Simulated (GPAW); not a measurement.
**Ge3Pd: band structure with PBEsol**

The system is Ge3Pd.

```xyz
4
Lattice="4.1420 0.0000 0.0000 0.0000 4.1420 0.0000 0.0000 0.0000 4.1420" Properties=species:S:1:pos:R:3 pbc="T T T"
Pd    0.0000    0.0000    0.0000
Ge    2.0710    2.0710    0.0000
Ge    2.0710    0.0000    2.0710
Ge    0.0000    2.0710    2.0710
```

The cell comes from a database or a generator and needn't be the stable form of this composition.

| Quantity | Value |
| --- | --- |
| Program | GPAW 26.7.0 |
| Task | band structure |
| Functional | PBEsol |
| Potentials or basis | PAW data sets generated in the run's folder for this functional |
| Cutoff | 600 eV |
| Basis | pw |
| k mesh | 7 × 7 × 7 |
| Occupations | fermi-dirac, width 0.05 eV |
| Spin | spin-orbit coupling, no magnetisation |
| Maxiter | 150 |
| Band path | GXMGRX,MR |
| Band points | 80 |
| spin axis theta (degrees) | 0 |
| spin axis phi (degrees) | 0 |
| Soc after scf | second variation |

| Item | Value |
| --- | --- |
| Pressure | -4.8 GPa |
| Band gap along the path | none (metal or under the smearing width) |

Levels at the corners of the path, in eV from the Fermi level:
```csv
point,band 24,band 25,band 26,band 27,band 28,band 29,band 30,band 31,band 32,band 33
Γ,-2.47,-1.52,-1.52,-1.52,-1.52,0.81,0.81,2.94,2.94,2.94
X,-0.43,-0.22,-0.22,-0.01,-0.01,0.00,0.00,0.35,0.35,0.82
M,-1.98,-0.14,-0.14,0.07,0.07,0.94,0.94,0.98,0.98,2.41
Γ,-2.47,-1.52,-1.52,-1.52,-1.52,0.81,0.81,2.94,2.94,2.94
R,-2.36,-1.58,-1.58,-1.58,-1.58,-1.38,-1.38,-0.36,-0.36,7.40
X,-0.43,-0.22,-0.22,-0.01,-0.01,0.00,0.00,0.35,0.35,0.82
M,-1.98,-0.14,-0.14,0.07,0.07,0.94,0.94,0.98,0.98,2.41
R,-2.36,-1.58,-1.58,-1.58,-1.58,-1.38,-1.38,-0.36,-0.36,7.40
```

Wall time 110 s on 1 thread of Arm Neoverse V1, with other jobs on the host, peak memory 0.45 GiB.

Caveat: spin-orbit coupling was added after a scalar SCF, so levels and gaps hold it while energy, forces, pressure and moments don't; this program's spin-orbit splittings come out too wide for heavy elements.
